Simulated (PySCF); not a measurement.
**MgI−: bond curves at several levels of theory**

An exercise on one series of results from a longer session: the logs are not shown, and one member is left open.

Method: Mg aug-cc-pVDZ, I aug-cc-pVDZ-PP with ECP28, scalar-relativistic core potentials; program: PySCF 2.14.0.

1 further run of the same task is left out (set aside as unsound or not needed).

Set-up of the first run:

A driver script around PySCF takes these settings:

- atoms: Mg, I
- charge: -1
- basis: Mg aug-cc-pVDZ, I aug-cc-pVDZ-PP with ECP28
- Hamiltonian: scalar-relativistic core potentials
- basis functions: 59
- electrons treated: 38
- masses in u: 23.9850, 126.9045
- levels: PBE0, PBE, r²SCAN, BP86, B2PLYP, MN15, HF, MP2, SCS-MP2, CCSD, CCSD(T)
- grid: 80 radial by 434 angular points
- occupations: held fixed by the projection of orbital angular momentum
- dissociation limit: Mg + I−, each in its ground configuration
- starting distance in angstrom: 2.765
- values of 2S to try: 0, 2

Launch:

```console
$ OMP_NUM_THREADS=1 python dia.py task.json out
```

Steps of the session up to this table: Input; The PBE0 curve of the state that the search chose; PBE (GGA); r²SCAN (meta-GGA); BP86; B2PLYP; MN15 (hybrid meta-GGA); RHF; Adding correlation.

One of the session's tables, all rows but one given; the rest of the session is left out.

Energy (eV) from each level's lowest point:

```
R (Å)    RHF  RHF-MP2  RHF-SCS-MP2  RHF-CCSD  RHF-CCSD(T)
2.536  0.345    0.279        0.294       n/a          n/a
2.654  0.162    0.114        0.125     0.122        0.115
2.772  0.061    0.031        0.038     0.036        0.031
2.861  0.022    0.005        0.008     0.007        0.005
2.949      ?        ?            ?         ?            ?
3.038  0.000    0.010        0.007     0.008        0.010
3.155  0.011    0.037        0.030     0.033        0.038
3.303  0.039    0.086        0.074     0.078        0.088
3.480  0.082    0.152        0.135     0.141        0.155
3.716  0.142    0.240        0.216       n/a          n/a
```

**Question.** Estimate the row for R (Å) = 2.949.

Worked estimate for «RHF». A straight line through the neighbours (2.861, 0.022) and (3.038, 0.000) gives 0.022 + (0.000 − 0.022) × (2.949 − 2.861) / (3.038 − 2.861) = 0.011; a parabola fitted to 4 rows on both sides gives 0.004.

As computed: RHF: 0.003; RHF-MP2: 0.000; RHF-SCS-MP2: 0.000; RHF-CCSD: 0.000; RHF-CCSD(T): 0.000. In «RHF» the line misses by +0.008 and the parabola by +0.001.
